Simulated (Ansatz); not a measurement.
# GeH₃NS: taking an electron away

One table from this session's results is given with a row withheld; the runs are named, their logs left out.

Method: unrestricted cation, the program's frozen cores in correlated methods; program: Ansatz 0.2.0, Gaussian basis.

Levels to be run: UKS PBE-D4/def2-TZVPP; UKS r2SCAN-D4/def2-TZVPP; UKS PBE0-D4/def2-TZVPP; UKS B3LYP-D4/def2-TZVPP; UKS wB97X-V/def2-TZVPP; UKS wB97M-V/def2-TZVPP; UKS B2PLYP/def2-TZVPP; UHF-CCSD(T)/def2-TZVPP; UHF-MP2/def2-QZVPP; extrapolation to the limit; then −ε(HOMO) from the neutral's earlier runs with LDA (SPW92), PBE-D4, revPBE-D4, BLYP-D4, r2SCAN-D4, B97M-V, PBE0-D4, B3LYP-D4, r2SCANh-D4, r2SCAN0-D4, HSE06-D4, BHLYP-D4, CAM-B3LYP-D4, LC-ωPBE, ωB97X-V, ωB97M-V.

## Structure used throughout

All runs share one geometry, relaxed beforehand with PBE0-D4 in a triple-zeta def2 set.

SMILES `[NH2][Ge][SH]`, 6 atoms, charge 0, spin multiplicity 1.

Atoms are counted from 1 here; the program's logs count them from 0.

Bond lengths: N1–Ge2 1.818 Å, N1–H4 1.008 Å, N1–H5 1.007 Å, Ge2–S3 2.255 Å, S3–H6 1.342 Å. Angles: Ge2–N1–H4 126.7°, Ge2–N1–H5 120.7°, H4–N1–H5 112.6°, N1–Ge2–S3 95.1°, Ge2–S3–H6 93.5°.

Set-up of the first run:

Input file in.yaml:

```yaml
crystal:
  periodic: [false, false, false]
  atoms:
    - {symbol: N, position_ang: [-0.871871, 0.220777, -0.866337]}
    - {symbol: Ge, position_ang: [0.221710, -1.062323, -0.187215]}
    - {symbol: S, position_ang: [1.168178, 0.278512, 1.359173]}
    - {symbol: H, position_ang: [-0.938025, 1.179620, -0.562130]}
    - {symbol: H, position_ang: [-1.499411, 0.011984, -1.625684]}
    - {symbol: H, position_ang: [1.961618, -0.692569, 1.836093]}
basis:
  gaussian: {orbitals: def2-TZVPP}
total_charge: 1
magnetization: {spin_polarized: true, initial_magnetization: 1}
hamiltonian: {xc: pbe, dispersion: d4}
```

On the command line:

```bash
$ ansatz run in.yaml --threads 4 --pin off --events-out ev --progress --plain --max-ram 10444MiB
```

Steps of the session up to this table: Cation, UKS PBE-D4/def2-TZVPP; Cation, UKS r2SCAN-D4/def2-TZVPP; Cation, UKS PBE0-D4/def2-TZVPP; Cation, UKS B3LYP-D4/def2-TZVPP; Cation, UKS wB97X-V/def2-TZVPP; Cation, UKS wB97M-V/def2-TZVPP; Cation, UKS B2PLYP (frozen core)/def2-TZVPP; Cation, UHF-CCSD(T)/def2-TZVPP; Cation, UHF-MP2/def2-QZVPP.

One table of the session follows, with a row left open; its other results are not shown here.

For comparison, −ε(HOMO) of the neutral from earlier runs:

| functional | −ε(HOMO) (eV) |
| --- | --- |
| LDA (SPW92) | 6.05 |
| PBE-D4 | 5.90 |
| revPBE-D4 | 5.84 |
| BLYP-D4 | 5.76 |
| r2SCAN-D4 | ? |
| B97M-V | 6.12 |
| PBE0-D4 | 6.94 |
| B3LYP-D4 | 6.76 |
| r2SCANh-D4 | 6.54 |
| r2SCAN0-D4 | 7.12 |
| HSE06-D4 | 6.55 |
| BHLYP-D4 | 7.87 |
| CAM-B3LYP-D4 | 8.18 |
| LC-ωPBE | 9.45 |
| ωB97X-V | 9.12 |
| ωB97M-V | 9.00 |

Estimate the missing values for r2SCAN-D4.

Worked estimate for «−ε(HOMO) (eV)». Against the share of exact exchange, r2SCANh-D4 (0.1, 6.54), r2SCAN0-D4 (0.25, 7.12) give a slope of 3.87 per unit share; at 0 the line stands at 6.15.

As computed: −ε(HOMO) (eV): 6.16. In «−ε(HOMO) (eV)» the line misses by -0.01.
